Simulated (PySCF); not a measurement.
# [Dy(P5)2]+: other functionals and bases at one geometry

An exercise on one series of results from a longer session: the logs are not shown, and one member is left open.

Computed with PySCF 2.14.0. Level: several levels, as the steps say, no spin–orbit coupling.

2 further runs of the same task are left out: 1 for a known fault of the program, 1 that didn't finish.

## Starting geometry

11 atoms, charge 1, spin multiplicity 1.

Bond lengths: Dy1–P2 3.070 Å, Dy1–P3 3.070 Å, Dy1–P4 3.070 Å, Dy1–P5 3.070 Å, Dy1–P6 3.070 Å, Dy1–P7 3.070 Å, Dy1–P8 3.070 Å, Dy1–P9 3.070 Å, Dy1–P10 3.070 Å, Dy1–P11 3.070 Å, P2–P3 2.150 Å, P2–P6 2.150 Å, P3–P4 2.150 Å, P4–P5 2.150 Å, P5–P6 2.150 Å, P7–P8 2.150 Å, P7–P11 2.150 Å, P8–P9 2.150 Å and more. Angles: P2–Dy1–P3 41.0°, P2–Dy1–P4 69.0°, P2–Dy1–P5 69.0°, P2–Dy1–P6 41.0°, P2–Dy1–P7 180.0°, P2–Dy1–P8 139.0°, P2–Dy1–P9 111.0°, P2–Dy1–P10 111.0°, P2–Dy1–P11 139.0°, P3–Dy1–P4 41.0°, P3–Dy1–P5 69.0°, P3–Dy1–P6 69.0°, P3–Dy1–P7 139.0°, P3–Dy1–P8 111.0°, P3–Dy1–P9 111.0°, P3–Dy1–P10 139.0°, P3–Dy1–P11 180.0°, P4–Dy1–P5 41.0° and more.

Geometry (Å):

```xyz
11
charge 1, multiplicity 1
Dy    0.0000    0.0000    0.0000
P     0.0000    1.8292    2.4653
P    -1.7397    0.5652    2.4653
P    -1.0752   -1.4799    2.4653
P     1.0752   -1.4798    2.4653
P     1.7397    0.5653    2.4653
P     0.0000   -1.8292   -2.4653
P    -1.7397   -0.5653   -2.4653
P    -1.0752    1.4798   -2.4653
P     1.0752    1.4799   -2.4653
P     1.7397   -0.5652   -2.4653
```

Formal oxidation states: Dy +3. Each metal's 9 4f electrons lie in its core potential, so multiplicities, spins and levels count the valence alone. An earlier session relaxed this geometry at B3LYP, Dy lcecp-1-SVP with ECP55, P def2-SVP (singlet, point group D5d).

At B3LYP on the finer grid: E = -3449.654459 Eh, HOMO -10.96 eV, LUMO -8.35 eV, Mulliken charge on Dy1 +0.74 e, largest force component 0.009 eV/Å. 

Levels to run: wB97X; HF; PBE0; TPSS; B3LYP, TZVP. Hardware: 4 threads of Arm Neoverse V1, shared host.

Set-up of the first run:

Contents of run.py (the lines that set the calculation):

```python
mol = gto.M(atom='''
Dy     0.00000     0.00000     0.00000
P     -0.00001     1.82919     2.46526
P     -1.73967     0.56524     2.46526
P     -1.07516    -1.47986     2.46526
P      1.07518    -1.47984     2.46526
P      1.73966     0.56526     2.46526
P      0.00001    -1.82919    -2.46526
P     -1.73966    -0.56526    -2.46526
P     -1.07518     1.47984    -2.46526
P      1.07516     1.47986    -2.46526
P      1.73967    -0.56524    -2.46526''',
    basis={'Dy': 'lcecp-1-SVP', 'P': 'def2-SVP'},
    ecp={'Dy': 'lcecp-1-SVP'},
    charge=1, spin=0)
mf = dft.RKS(mol, xc='WB97X')
mf.grids.atom_grid = (75, 302)  # f atoms: unpruned, at least (60, 302)
mf = mf.density_fit()  # fitting sets: Dy AutoAux, P def2-universal-JKFIT
mf.conv_tol = 1e-08; mf.max_cycle = 55
mf.kernel(dm0)  # dm0: the density of the relaxed state
```

Command:

```console
$ OMP_NUM_THREADS=4 python run.py
```

Steps of the session up to this table: wB97X; HF; PBE0; TPSS; B3LYP, TZVP.

One of the session's tables, all rows but one given; the rest of the session is left out.

```
               level  HOMO (eV)  gap (eV)  charge on Dy1 (e)  largest force component (eV/Å)
B3LYP (relaxed here)     -10.96      2.60               0.74                            0.01
               wB97X     -13.45      6.89               0.80                            0.82
                  HF     -13.49      7.99               1.15                            0.64
                PBE0     -11.30      2.97               0.96                            0.38
                TPSS     -10.37      1.43               1.04                            0.05
         B3LYP, TZVP          ?         ?                  ?                               ?
```

Q: Estimate the row for B3LYP, TZVP from the others.

**Answer.** HOMO (eV): -10.75; gap (eV): 2.58; charge on Dy1 (e): 1.09; largest force component (eV/Å): 0.33. In the column «HOMO (eV)» it lies between B3LYP (relaxed here) (-10.96) and TPSS (-10.37).

In one basis the HOMO–LUMO gap runs from 1.43 eV (TPSS) to 7.99 eV (HF). The largest leftover force, 0.82 eV/Å with wB97X, stands at a geometry relaxed at another level. With 4f in the core, its levels are missing from HOMO and gap, and its count is fixed, so no charge can pass from the ligands into it. Total energies of different levels can't be compared.
